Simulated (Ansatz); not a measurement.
# Ni4Sb4H: the cost of one run

Computed with Ansatz 0.2.0 (DFT PBE, scalar-relativistic, plane waves, PAW, unless a step's input says otherwise).

3 further runs of the same task are left out: 1 that didn't finish, 2 set aside as unsound or not needed.

### Step 1. The starting structure

It takes space group P6_3/mmc (No. 194, hexagonal). Conventional cell: a = 3.977 Å, b = 3.977 Å, c = 5.156 Å, α = 90.00°, β = 90.00°, γ = 120.00°. Around Ni (site symmetry -3m) lie 2 Ni at 2.58 Å and 6 Sb at 2.63 Å. Around Sb (site symmetry -6m2) lie 6 Ni at 2.63 Å.

Coordinates:

```cif
data_structure
_symmetry_space_group_name_H-M 'P6_3/mmc'
_symmetry_Int_Tables_number 194
_cell_length_a 3.9767
_cell_length_b 3.9767
_cell_length_c 5.1556
_cell_angle_alpha 90.000
_cell_angle_beta 90.000
_cell_angle_gamma 120.000
_cell_volume 70.61
loop_
_atom_site_label
_atom_site_type_symbol
_atom_site_symmetry_multiplicity
_atom_site_Wyckoff_symbol
_atom_site_fract_x
_atom_site_fract_y
_atom_site_fract_z
_atom_site_occupancy
Ni1 Ni 2 a 0.00000 0.00000 0.00000 1
Sb1 Sb 2 c 0.33333 0.66667 0.25000 1
```

This cell was relaxed beforehand with the same method: volume 17.65 Å³/atom, gap on the mesh none (metal).

Reference energy of this cell: -24649.4562 eV (4 atoms, 12×12×8 mesh, zero smearing).

### Step 2. Case: 1 H put on empty site 1 in a repeat of 2 host cells

The empty site lies 2.30 Å from the nearest host atom; the cell of 2 host cells is widened for the start only if the site is tight.

The cell holds 4 Ni, 4 Sb, 1 H: a = 7.953 Å, b = 3.977 Å, c = 5.156 Å, α = 90.00°, β = 90.00°, γ = 120.00°.

### Step 3. Quick check of gap, pressure and forces

File input.yaml:

```yaml
crystal:
  lattice:
    - [7.9534675434, 0.0, 0.0]
    - [-1.9883668858, 3.4439524704, 0.0]
    - [0.0, 0.0, 5.1556362719]
  atoms:
    - { symbol: Ni, position: [0.5, 0.0, 0.0], spin: 2.0 }
    - { symbol: Ni, position: [0.0, 0.0, 0.0], spin: 2.0 }
    - { symbol: Ni, position: [0.5, 0.0, 0.5], spin: 2.0 }
    - { symbol: Ni, position: [0.0, 0.0, 0.5], spin: 2.0 }
    - { symbol: Sb, position: [0.1666666667, 0.6666666667, 0.25] }
    - { symbol: Sb, position: [0.6666666667, 0.6666666667, 0.25] }
    - { symbol: Sb, position: [0.3333333333, 0.3333333333, 0.75] }
    - { symbol: Sb, position: [0.8333333333, 0.3333333333, 0.75] }
    - { symbol: H, position: [0.1666666667, 0.6666666667, 0.75] }
basis:
  ecutwfc: 420
kpoints:
  mp_grid: { grid: [6, 6, 4] }
hamiltonian:
  xc: pbe
scf:
  occupations: { method: gaussian, width: 0.1 }
  lower_state_search: "off"
output:
  forces: true
  stress: true
  eigenvalues: true
  populations: true
magnetization:
  spin_polarized: true
```

On the command line:

```
$ ansatz run input.yaml --threads 2 --pin off --max-ram 5120MiB --backend cpu --events-out ev --progress --plain --runs-dir out
```

**Question.** How long does this run take on 2 threads of Arm Neoverse V2, shared host, and how much memory does it need?

About 1.7 min, with a peak of 0.96 GiB.
